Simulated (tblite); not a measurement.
# H42Si28: the cost of one run

Computed with tblite 0.8.0 and PySCF 2.14.0 and routines of our own; the level stands in each step. Atoms count from 0.

## 1. The starting structure

70 atoms, charge 0, multiplicity 1; geometry from: force field, distance geometry or constructed start.

## 2. Optimising the geometry with GFN2-xTB

Job settings and geometry (Å):

```
{"job": {"kind": "relax", "xc": "GFN2-xTB", "basis": "xTB"}, "charge": 0, "multiplicity": 1}
Si     0.004900     1.111800    -0.376600
Si    -1.931900     2.229700     0.368100
Si    -3.852300     1.111300    -0.374000
Si    -3.858200    -1.109200     0.368800
Si    -1.929700    -2.228300    -0.371600
Si    -0.003300    -1.114100     0.372400
Si     5.786300     4.455900    -0.378300
Si     3.860900     5.570500     0.376500
Si     1.931400     4.452100    -0.375400
Si     1.925900     2.226300     0.376600
Si     3.855400     1.112400    -0.377100
Si     5.783700     2.225100     0.375000
Si    -5.789600    -2.226400    -0.370000
Si    -5.784000    -4.454800     0.372300
Si    -3.859700    -5.562700    -0.374800
Si    -1.930600    -4.453600     0.381300
Si     1.929100    -2.225200    -0.374100
Si     3.856400    -1.117000     0.374000
Si     5.785600    -2.225300    -0.372500
Si     1.931500    -4.453300     0.377700
Si     3.855200    -5.564000    -0.373500
Si     5.785300    -4.452700     0.374800
Si     0.003400     5.572400     0.381600
Si    -1.932900     4.449900    -0.376500
Si     0.000500    -5.565200    -0.374100
Si    -3.863600     5.566900     0.377500
Si    -5.785500     4.456500    -0.375700
Si    -5.786800     2.227700     0.376200
H      0.000600     1.114000    -1.817000
H     -1.927600     2.227500     1.818400
H     -3.853900     1.114200    -1.816100
H     -3.859400    -1.112300     1.815200
H     -1.929700    -2.227000    -1.816900
H      0.002100    -1.114900     1.818700
H      5.787400     4.456000    -1.818300
H      6.963400     5.135800     0.099100
H      3.856700     5.567900     1.810900
H      3.858400     6.929000    -0.104600
H      1.929800     4.450300    -1.815100
H      1.923900     2.230500     1.816200
H      3.857400     1.111300    -1.811200
H      5.792100     2.221500     1.818700
H      6.967800     1.548800    -0.105600
H     -5.783600    -2.227600    -1.816800
H     -6.966600    -1.546100     0.104400
H     -5.788100    -4.452600     1.811600
H     -6.960500    -5.133500    -0.102600
H     -3.857800    -5.565200    -1.812700
H     -3.855900    -6.926100     0.102200
H     -1.926800    -4.453500     1.817000
H      1.927800    -2.234400    -1.811900
H      3.864100    -1.112300     1.814700
H      5.785800    -2.227500    -1.814900
H      6.959500    -1.549400     0.099000
H      1.929400    -4.455100     1.816500
H      3.857000    -5.564800    -1.814400
H      3.864100    -6.932200     0.100100
H      5.788900    -4.446600     1.814300
H      6.963000    -5.134300    -0.098000
H     -0.000900     5.569800     1.814000
H     -0.003800     6.927400    -0.100500
H     -1.924800     4.453900    -1.816900
H      0.001700    -5.567100    -1.814200
H     -0.000200    -6.923000     0.103100
H     -3.851800     5.571100     1.817000
H     -3.862400     6.928300    -0.100700
H     -5.783800     4.457300    -1.816200
H     -6.960400     5.131900     0.107900
H     -5.790200     2.221800     1.810000
H     -6.965600     1.544400    -0.096100
```

Run with:

```sh
$ OMP_NUM_THREADS=4 python large_run.py task.json out
```

The driver reads the jobs from task.json and runs them one after another.

Q: Estimate the wall time and peak memory of this first job on 4 threads of Intel Xeon Platinum 8375C at 2.90GHz, shared host.

About 29 s, with a peak of 0.14 GiB.
